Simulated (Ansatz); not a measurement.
# C₃H₇AlOSi: a ladder of functionals and wavefunction methods

The task here is to estimate one member of a computed series from the others.

Computed with Ansatz 0.2.0, Gaussian basis. Level: functionals in def2-TZVPP, the program's frozen cores in correlated methods.

Plan: PBE-D4, r2SCAN-D4, PBE0-D4, B3LYP-D4, ωB97X-V, ωB97M-V, B2PLYP; CCSD(T)/def2-TZVPP; MP2/def2-QZVPP; extrapolation to the limit.

### The relaxed structure

An earlier PBE0-D4 in a triple-zeta def2 set relaxation fixed the geometry.

13 atoms, charge 0, spin multiplicity 1.

Atoms are counted from 1 here; the program's logs count them from 0.

Bond lengths: C1–C2 1.336 Å, C1–H7 1.091 Å, C1–H8 1.090 Å, C2–Al3 2.004 Å, C2–Si4 1.835 Å, Al3–O6 1.986 Å, Al3–H9 1.592 Å, Al3–H10 1.595 Å, Si4–C5 1.932 Å, Si4–H11 1.490 Å, Si4–H12 1.491 Å, C5–O6 1.230 Å, C5–H13 1.104 Å. Angles: C2–C1–H7 124.1°, C2–C1–H8 121.9°, H7–C1–H8 114.0°, C1–C2–Al3 127.0°, C1–C2–Si4 123.7°, Al3–C2–Si4 109.0°, C2–Al3–O6 92.3°, C2–Al3–H9 116.4°, C2–Al3–H10 116.1°, O6–Al3–H9 103.6°, O6–Al3–H10 100.2°, H9–Al3–H10 120.5°, C2–Si4–C5 98.2°, C2–Si4–H11 120.4°, C2–Si4–H12 117.3°, C5–Si4–H11 107.0°, C5–Si4–H12 102.8°, H11–Si4–H12 108.4° and more.

The first run:

The input, in.yaml:

```yaml
crystal:
  periodic: [false, false, false]
  atoms:
    - {symbol: C, position_ang: [-1.948278, -0.888977, -0.409548]}
    - {symbol: C, position_ang: [-0.740504, -0.331513, -0.282249]}
    - {symbol: Al, position_ang: [-0.192120, 1.505941, -0.863105]}
    - {symbol: Si, position_ang: [0.659019, -1.122261, 0.602434]}
    - {symbol: C, position_ang: [1.725567, 0.460376, 0.904290]}
    - {symbol: O, position_ang: [1.391866, 1.498802, 0.335058]}
    - {symbol: H, position_ang: [-2.208500, -1.877984, -0.030059]}
    - {symbol: H, position_ang: [-2.770345, -0.376258, -0.909491]}
    - {symbol: H, position_ang: [-1.072327, 2.714010, -0.314838]}
    - {symbol: H, position_ang: [0.526788, 1.608829, -2.282918]}
    - {symbol: H, position_ang: [0.445820, -1.763792, 1.929988]}
    - {symbol: H, position_ang: [1.572395, -1.988256, -0.197180]}
    - {symbol: H, position_ang: [2.630919, 0.526082, 1.532420]}
basis:
  gaussian: {orbitals: def2-TZVPP}
hamiltonian: {xc: pbe, dispersion: d4}
output: {forces: true, orbitals: {seedname: orbitals}}
```

On the command line:

```bash
$ ansatz run in.yaml --threads 4 --pin off --events-out ev --progress --plain --max-ram 10444MiB
```

Among the steps run: PBE-D4 (GGA); r2SCAN-D4 (meta-GGA); PBE0-D4 (hybrid); B3LYP-D4 (hybrid); ωB97X-V (range-separated); ωB97M-V (range-separated); B2PLYP (double hybrid); CCSD(T) in def2-TZVPP; MP2 in def2-QZVPP.

One table of the session follows, with a row left open; its other results are not shown here.

```
            method  atomisation energy (eV)
            PBE-D4                   50.808
         r2SCAN-D4                   50.132
           PBE0-D4                   49.905
          B3LYP-D4                   49.907
           ωB97X-V                   50.108
           ωB97M-V                   50.077
            B2PLYP                        ?
     HF/def2-TZVPP                   36.540
    MP2/def2-TZVPP                   49.403
   CCSD/def2-TZVPP                   47.823
CCSD(T)/def2-TZVPP                   48.649
           MP2/CBS                   50.689
       CCSD(T)/CBS                   49.936
```

Q: Estimate the row for B2PLYP from the others.

**Answer.** atomisation energy (eV): 49.336. In the column «atomisation energy (eV)» it lies between CCSD(T)/def2-TZVPP (48.649) and MP2/def2-TZVPP (49.403).

To keep in mind: Free atoms (3 C, 1 Al, 1 Si, 1 O, 7 H) were run apart at each level; the atomisation energy is their sum less the molecule, without zero-point or spin-orbit terms.
